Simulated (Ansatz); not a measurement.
# ScSiTe3: the cost of one run

Method: DFT PBE, scalar-relativistic, plane waves, PAW, in Ansatz 0.2.0.

3 further runs of the same task are left out: 1 that didn't finish, 2 set aside as unsound or not needed.

**1. The system as given**

Symmetry: R3m, No. 160, trigonal system. Conventional cell: a = 7.661 Å, b = 7.661 Å, c = 8.710 Å, α = 90.00°, β = 90.00°, γ = 120.00°. Sc (site symmetry 3m) has 1 Si at 2.81 Å and 3 Te at 2.91 Å as nearest neighbours. Si (site symmetry 3m) has 3 Te at 2.55 Å and 1 Sc at 2.81 Å as nearest neighbours. Te (site symmetry m) is surrounded by 1 Si at 2.55 Å and 1 Sc at 2.91 Å.

Coordinates:

```xyz
5
Lattice="3.8303 2.2114 2.9032 -3.8303 2.2114 2.9032 0.0000 -4.4228 2.9032" Properties=species:S:1:pos:R:3 pbc="T T T"
Sc    0.0000    0.0000    1.9953
Si    0.0000    0.0000    4.8075
Te    2.0557   -1.1869    5.7415
Te    0.0000    2.3737    5.7415
Te   -2.0557   -1.1869    5.7415
```

The cell was relaxed beforehand at this level, from a generated guess; it is a trial structure. At a tolerance of 0.05 Å it has space group R3m (No. 160); it has 29.51 Å³/atom, an uncorrected energy of -0.04 eV/atom over the elements.

**2. Electronic structure at the relaxed geometry**

input.yaml reads:

```yaml
crystal:
  lattice:
    - [3.8302642242, 2.2114040809, 2.9031822537]
    - [-3.8302642242, 2.2114040809, 2.9031822537]
    - [0.0, -4.4228081619, 2.9031822537]
  atoms:
    - { symbol: Sc, position: [0.2290949254, 0.2290949254, 0.2290949254] }
    - { symbol: Si, position: [0.551983156, 0.551983156, 0.551983156] }
    - { symbol: Te, position: [0.8381247931, 0.3014191623, 0.8381247931] }
    - { symbol: Te, position: [0.8381247931, 0.8381247931, 0.3014191623] }
    - { symbol: Te, position: [0.3014191623, 0.8381247931, 0.8381247931] }
basis:
  ecutwfc: 420
kpoints:
  mp_grid: { grid: [6, 6, 6] }
  band_path:
    path:
      - [[0.0, 0.0, 0.0], [0.5, 0.0, 0.0], [0.5, -0.5, 0.5], [0.45391739, -0.54608261, 0.45391739]]
      - [[0.45391739, 0.45391739, 0.45391739], [0.0, 0.0, 0.0], [0.5, -0.5, 0.0]]
    npoints: 14
hamiltonian:
  xc: pbe
scf:
  occupations: { method: gaussian, width: 0.1 }
  n_extra_bands: 12
output:
  forces: true
  stress: true
  eigenvalues: true
  populations: true
  dos: { projected: true, de: 0.02, nscf_kmesh: { grid: [8, 8, 8] } }
  bader: true
```

The run is started by

```
> ansatz run input.yaml --threads 1 --pin off --max-ram 2560MiB --backend cpu --events-out ev --progress --plain --runs-dir out
```

**Question.** How long does this run take on 1 thread of Arm Neoverse V2, shared host, and how much memory does it need?

About 95 s, with a peak of 0.56 GiB.
